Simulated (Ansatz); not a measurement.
**InH3+ (doublet): from Hartree-Fock to the top rungs, def2-TZVPP**

The task here is to estimate one member of a computed series from the others.

Method: def2-TZVPP, core rule «outside noble gas», up to 9 orbitals frozen; program: Ansatz 0.2.0, Gaussian basis.

To be run: UHF; CCSD(T) on ROHF; CCSD(T) on UHF; BCCD(T) on ROHF; CCSDT(Q) on ROHF; CCSDT(Q) on UHF; CASSCF and MRCISD+Q, 5 electrons in 7 orbitals; CASSCF and NEVPT2, 5 electrons in 7 orbitals.

25 further runs of the same task are left out: 6 for a known fault of the program, 7 that didn't finish, 12 set aside as unsound or not needed.

### The geometry

The geometry is a PBE0/def2-TZVP stationary point (not a proven minimum) of the parent state, kept for this charge and spin. No spin-orbit coupling is included. Elements past krypton take def2 core potentials.

4 atoms, charge 1, spin multiplicity 2.

Atoms are counted from 1 here; the program's logs count them from 0.

Bond lengths: In1–H2 1.760 Å, H3–H4 0.769 Å.

The first run:

The input, in.yaml:

```yaml
crystal:
  periodic: [false, false, false]
  atoms:
    - {symbol: In, position_ang: [0.000000, 0.017034, -0.038458]}
    - {symbol: H, position_ang: [0.000000, -1.726316, -0.276632]}
    - {symbol: H, position_ang: [0.384545, -0.107040, 2.328746]}
    - {symbol: H, position_ang: [-0.384545, -0.107040, 2.328746]}
basis:
  gaussian: {orbitals: def2-TZVPP}
total_charge: 1
magnetization: {spin_polarized: true, initial_magnetization: 1}
hamiltonian: {xc: hf}
output: {orbitals: {seedname: orbitals}}
```

On the command line:

```
> ansatz run in.yaml --threads 1 --pin off --events-out ev --progress --plain --max-ram 2393MiB
```

Among the steps run: UHF; CCSD(T) on ROHF; CCSD(T) on UHF; BCCD(T) on ROHF; CCSDT(Q) on ROHF; CCSDT(Q) on UHF; CASSCF and MRCISD+Q, 5 electrons in 7 orbitals; CASSCF and NEVPT2, 5 electrons in 7 orbitals.

One of the session's tables, all rows but one given; the rest of the session is left out.

```
          method  from RCCSDT(Q) (kcal/mol)
            ROHF                     +56.41
             UHF                     +52.53
            RMP2                     +13.37
            UMP2                     +12.33
           RCCSD                      +0.84
           UCCSD                      +0.21
        RCCSD(T)                      +0.19
        UCCSD(T)                      -0.29
         BCCD(T)                      +0.17
          RCCSDT                      +0.01
          UCCSDT                      -0.46
       RCCSDT(Q)                          0
       UCCSDT(Q)                      -0.46
  CASSCF valence                          ?
  NEVPT2 valence                      +6.59
  MRCISD valence                      +0.32
MRCISD+Q valence                      -0.18
```

Estimate the missing values for CASSCF valence.

The run gave: from RCCSDT(Q) (kcal/mol): +25.11. In the column «from RCCSDT(Q) (kcal/mol)» it lies between RMP2 (+13.37) and UHF (+52.53).

Limits of these values: Restricted and unrestricted rows rest on different reference determinants; where their highest levels disagree by more than a few hundredths of an eV, they describe different states and don't form one ladder.
